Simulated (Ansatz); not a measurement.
# Pt: how the settings move a single-point run

Question: which choices in the input matter for Pt?

Computed with Ansatz 0.2.0 (reference: DFT, PBEsol, PAW with Ansatz's default frozen-core files, fully relativistic files with spin-orbit coupling; levels and slopes on a fine mesh, unless a step's input says otherwise).

**1. Starting point**

Symmetry: Fm-3m, No. 225, cubic system. The conventional cell has a = 3.919 Å, b = 3.919 Å, c = 3.919 Å, α = 90.00°, β = 90.00°, γ = 90.00°. Pt (site symmetry m-3m) has 12 Pt at 2.77 Å as nearest neighbours.

As a file:

```
Pt
1.0
     0.00000    1.95959    1.95959
     1.95959    0.00000    1.95959
     1.95959    1.95959    0.00000
Pt
1
Direct
  0.00000 0.00000 0.00000
```

**2. Baseline**

File input.yaml:

```yaml
crystal:
  lattice:
    - [0.0, 1.95958929823, 1.95958929823]
    - [1.95958929823, 0.0, 1.95958929823]
    - [1.95958929823, 1.95958929823, 0.0]
  atoms:
    - { symbol: Pt, position: [0.0, 0.0, 0.0] }
kpoints:
  mp_grid: { grid: [18, 18, 18] }
scf:
  occupations: { method: fermi_dirac, width: 0.08 }
hamiltonian:
  xc: pbesol
  pseudopotentials: { kind: paw_fr }
magnetization:
  noncollinear: true
  spin_orbit: true
output:
  forces: true
  stress: true
  eigenvalues: true
  eigenstates:
    nscf_kmesh: { grid: [18, 18, 18] }
    de_dk: true
    e_range: [-14, 14]
checkpoint:
  write: ck
  write_wavefunctions: false
```

On the command line:

```bash
ansatz run input.yaml --threads 1 --pin off --max-ram 3072MiB --backend cpu --events-out ev --progress --plain --runs-dir out
```

**3. Variant: dr2_threshold 1.0e-09, ecutrho_ratio 9**

Changes to input.yaml since step 2:

```diff
@@ -11,2 +11,3 @@
   occupations: { method: fermi_dirac, width: 0.08 }
+  convergence: { dr2_threshold: 1.0e-09 }
 hamiltonian:
@@ -28 +29,3 @@
   write_wavefunctions: false
+basis:
+  ecutrho_ratio: 9
```

What does the calculation give? Wanted: for each run, ending; energy change; pressure; gap; force.

**Answer**, as computed:

| run | ending | energy change | pressure (GPa) | gap (eV) | force (eV/Å) | cycles | time |
| --- | --- | --- | --- | --- | --- | --- | --- |
| reference | converged | 0 | 0.4 | 0.00 | 0.00 | - | 30 s |
| 1: dr2_threshold 1.0e-09, ecutrho_ratio 9 | converged | 0.0 meV/atom | 0.4 | 0.00 | 0.00 | 7 | 29 s |

Residual by cycle in the longest SCF loop of each run; runs are numbered as in the table. The quantity is the density residual dr2, in eV.

| cycle | reference | run 1 |
| --- | --- | --- |
| 1 | 1.25 | 1.25 |
| 2 | 0.565 | 0.565 |
| 3 | 0.00338 | 0.00331 |
| 4 | 1.8e-4 | 1.6e-4 |
| 5 | 6.1e-7 | 7.1e-7 |
| 6 | 6.1e-9 | 4.9e-9 |
| 7 | 2.3e-11 | 1.6e-11 |
| 8 | 9.2e-13 | - |

What this shows: Changing the convergence setting and numerical grids hardly moves the energy: 0.0 meV/atom.
